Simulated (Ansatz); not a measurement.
# CH₄BClN₂: one species, many methods

An exercise on one series of results from a longer session: the logs are not shown, and one member is left open.

Method: functionals in def2-TZVPP, the program's frozen cores in correlated methods; program: Ansatz 0.2.0, Gaussian basis.

Plan: LDA (SPW92), PBE-D4, revPBE-D4, BLYP-D4, r2SCAN-D4, B97M-V, PBE0-D4, B3LYP-D4, r2SCANh-D4, r2SCAN0-D4, HSE06-D4, BHLYP-D4, CAM-B3LYP-D4, LC-ωPBE, ωB97X-V, ωB97M-V, B2PLYP, PBE-QIDH; CCSD(T)/def2-SVP; CCSD(T)/def2-TZVPP; MP2/def2-QZVPP; extrapolation to the limit; RPA on PBE.

## Structure used throughout

The geometry comes from an earlier relaxation with PBE0-D4 in a triple-zeta def2 set; it is a stationary point, not always the lowest conformer.

9 atoms, charge 0, spin multiplicity 1.

Atoms are counted from 1 here; the program's logs count them from 0.

Bond lengths: N1–C2 1.261 Å, N1–H6 1.016 Å, C2–N3 1.390 Å, C2–H7 1.096 Å, N3–B4 1.412 Å, N3–H8 1.008 Å, B4–Cl5 1.741 Å, B4–H9 1.193 Å. Angles: C2–N1–H6 110.1°, N1–C2–N3 123.7°, N1–C2–H7 124.4°, N3–C2–H7 111.9°, C2–N3–B4 132.9°, C2–N3–H8 112.5°, B4–N3–H8 114.5°, N3–B4–Cl5 124.7°, N3–B4–H9 116.8°, Cl5–B4–H9 118.4°.

Coordinates:

```xyz
9
charge 0, multiplicity 1
N    -0.2287   -0.3812    1.6445
C     0.5660    0.1863    0.8475
N     0.3554    0.2669   -0.5243
B    -0.6779   -0.1960   -1.3670
Cl   -2.0823   -1.0705   -0.8261
H     0.1254   -0.3186    2.5942
H     1.5014    0.6737    1.1466
H     1.0964    0.7566   -1.0010
H    -0.5674    0.0365   -2.5315
```

The first run:

The input, in.yaml:

```yaml
crystal:
  periodic: [false, false, false]
  atoms:
    - {symbol: N, position_ang: [-0.228694, -0.381230, 1.644521]}
    - {symbol: C, position_ang: [0.566049, 0.186298, 0.847540]}
    - {symbol: N, position_ang: [0.355413, 0.266911, -0.524252]}
    - {symbol: B, position_ang: [-0.677944, -0.196026, -1.367037]}
    - {symbol: Cl, position_ang: [-2.082290, -1.070497, -0.826080]}
    - {symbol: H, position_ang: [0.125403, -0.318566, 2.594226]}
    - {symbol: H, position_ang: [1.501401, 0.673718, 1.146564]}
    - {symbol: H, position_ang: [1.096411, 0.756610, -1.000976]}
    - {symbol: H, position_ang: [-0.567350, 0.036481, -2.531506]}
basis:
  gaussian: {orbitals: def2-TZVPP}
hamiltonian: {xc: lda}
output: {orbitals: {seedname: orbitals}}
```

Started as:

```
> ansatz run in.yaml --threads 2 --pin off --events-out ev --progress --plain --max-ram 4352MiB
```

Among the steps run: LDA; PBE-D4 (GGA); revPBE-D4 (GGA); BLYP-D4 (GGA); r2SCAN-D4 (meta-GGA); B97M-V (meta-GGA); B3LYP-D4 (hybrid); r2SCANh-D4 (hybrid); r2SCAN0-D4 (hybrid); HSE06-D4 (hybrid); BHLYP-D4 (hybrid); CAM-B3LYP-D4 (range-separated); LC-ωPBE (range-separated); ωB97X-V (range-separated); ωB97M-V (range-separated); B2PLYP (double hybrid); PBE-QIDH (double hybrid).

One table of the session follows, with a row left open; its other results are not shown here.

It belongs to the step «Orbital energies across the functionals». 

```
  functional  HOMO (eV)  gap (eV)
 LDA (SPW92)      -6.26      4.02
      PBE-D4      -6.16      4.20
   revPBE-D4      -6.12      4.26
     BLYP-D4          ?         ?
   r2SCAN-D4      -6.47      4.76
      B97M-V      -6.65      5.03
     PBE0-D4      -7.65      6.68
    B3LYP-D4      -7.40      6.22
  r2SCANh-D4      -7.03      5.68
  r2SCAN0-D4      -7.86      7.04
    HSE06-D4      -7.25      5.89
    BHLYP-D4      -9.03      9.17
CAM-B3LYP-D4      -9.06      9.22
     LC-ωPBE     -10.42     11.74
     ωB97X-V     -10.09     11.34
     ωB97M-V      -9.98     11.09
```

**Question.** Estimate the row for BLYP-D4.

Worked estimate for «HOMO (eV)». Against the share of exact exchange, B3LYP-D4 (0.2, -7.40), BHLYP-D4 (0.5, -9.03) give a slope of -5.43 per unit share; at 0 the line stands at -6.31.

As computed: HOMO (eV): -6.05; gap (eV): 4.25. In «HOMO (eV)» the line misses by -0.26.
